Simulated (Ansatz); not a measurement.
# AgF (SMILES [F][Ag]): functionals against CCSD(T) at one geometry

A test off equilibrium: a structure displaced at random from a GFN2-xTB minimum is computed at several levels, and each is set against CCSD(T).

Program: Ansatz 0.2.0, Gaussian basis. Level of theory: single points in def2-TZVPP. These are calculated values, not measurements.

Cores are frozen in the correlated methods. Filled d shells of the heavier atoms are correlated. Core potentials replace the inner electrons past krypton, and spin-orbit coupling is left out.

### 1 The starting structure

SMILES `[F][Ag]`, 2 atoms, charge 0, spin multiplicity 1.

Atoms are counted from 1 here; the program's logs count them from 0.

Bond lengths: F1–Ag2 1.917 Å.

As a file:

```
atom    x (Å)    y (Å)    z (Å)
  F1   0.8372  -0.3136   0.4294
 Ag2  -0.7889   0.2430  -0.4195
```

### 2 CCSD(T)/def2-TZVPP

Contents of run/in.yaml:

```yaml
crystal:
  periodic: [false, false, false]
  atoms:
    - {symbol: F, position_ang: [0.837200, -0.313600, 0.429400]}
    - {symbol: Ag, position_ang: [-0.788900, 0.243000, -0.419500]}
basis:
  gaussian: {orbitals: def2-TZVPP}
correlation: {method: ccsd_t}
output: {forces: true}
```

The command line of these runs was not kept.

### 3 PBE0-D4/def2-TZVPP

run/in.yaml: that of step 2 with these lines changed.

```diff
@@ -7,3 +7,3 @@
   gaussian: {orbitals: def2-TZVPP}
-correlation: {method: ccsd_t}
-output: {forces: true}
+hamiltonian: {xc: pbe0, dispersion: d4}
+output: {forces: true, orbitals: {seedname: orbitals}}
```

### 4 wB97M-V/def2-TZVPP

run/in.yaml: that of step 3 with these lines changed.

```diff
@@ -7,3 +7,3 @@
   gaussian: {orbitals: def2-TZVPP}
-hamiltonian: {xc: pbe0, dispersion: d4}
-output: {forces: true, orbitals: {seedname: orbitals}}
+hamiltonian: {xc: {name: wB97M-V}}
+output: {forces: true}
```

### 5 r2SCAN-D4/def2-TZVPP

run/in.yaml: that of step 4 with these lines changed.

```diff
@@ -7,3 +7,3 @@
   gaussian: {orbitals: def2-TZVPP}
-hamiltonian: {xc: {name: wB97M-V}}
+hamiltonian: {xc: r2scan, dispersion: d4}
 output: {forces: true}
```

### 6 PBE-D4/def2-TZVPP

run/in.yaml: that of step 5 with these lines changed.

```diff
@@ -7,3 +7,3 @@
   gaussian: {orbitals: def2-TZVPP}
-hamiltonian: {xc: r2scan, dispersion: d4}
+hamiltonian: {xc: pbe, dispersion: d4}
 output: {forces: true}
```

### 7 B97M-V/def2-TZVPP

run/in.yaml: that of step 6 with these lines changed.

```diff
@@ -7,3 +7,3 @@
   gaussian: {orbitals: def2-TZVPP}
-hamiltonian: {xc: pbe, dispersion: d4}
+hamiltonian: {xc: {name: B97M-V}}
 output: {forces: true}
```

### 8 SPW92/def2-TZVPP

run/in.yaml: that of step 7 with these lines changed.

```diff
@@ -7,3 +7,3 @@
   gaussian: {orbitals: def2-TZVPP}
-hamiltonian: {xc: {name: B97M-V}}
+hamiltonian: {xc: lda}
 output: {forces: true}
```

(Steps that only read results are left out.)

**Question.** What will these runs give? Wanted: energy less free atoms, CCSD(T)/def2-TZVPP; RMS force component; RMS force error; HOMO and LUMO, PBE0-D4; T1 diagnostic.

The runs gave:

```
                                  quantity                                                                                        value
energy less free atoms, CCSD(T)/def2-TZVPP                                                                               -73.7 kcal/mol
                       RMS force component                                                         0.175 to 0.780 eV/Å over the methods
                           RMS force error  PBE0-D4 0.020, wB97M-V 0.097, r2SCAN-D4 0.137, PBE-D4 0.001, B97M-V 0.078, SPW92 0.508 eV/Å
                    HOMO and LUMO, PBE0-D4                                                                           -7.89 and -3.08 eV
                             T1 diagnostic                                                                                        0.023
```

In words: Against CCSD(T) the functionals' energies less atoms differ by -25.9 to 0.0 kcal/mol, PBE-D4 by -8.4 kcal/mol. The reference is not at the basis limit: in triple zeta CCSD(T) underbinds, which counts against methods that bind more; the gaps are no ranking. The forces of PBE-D4 come nearest to CCSD(T), those of SPW92 are farthest. Frozen-core CCSD(T) forces in triple zeta carry basis errors of their own, and this is one geometry, so small gaps rank nothing.
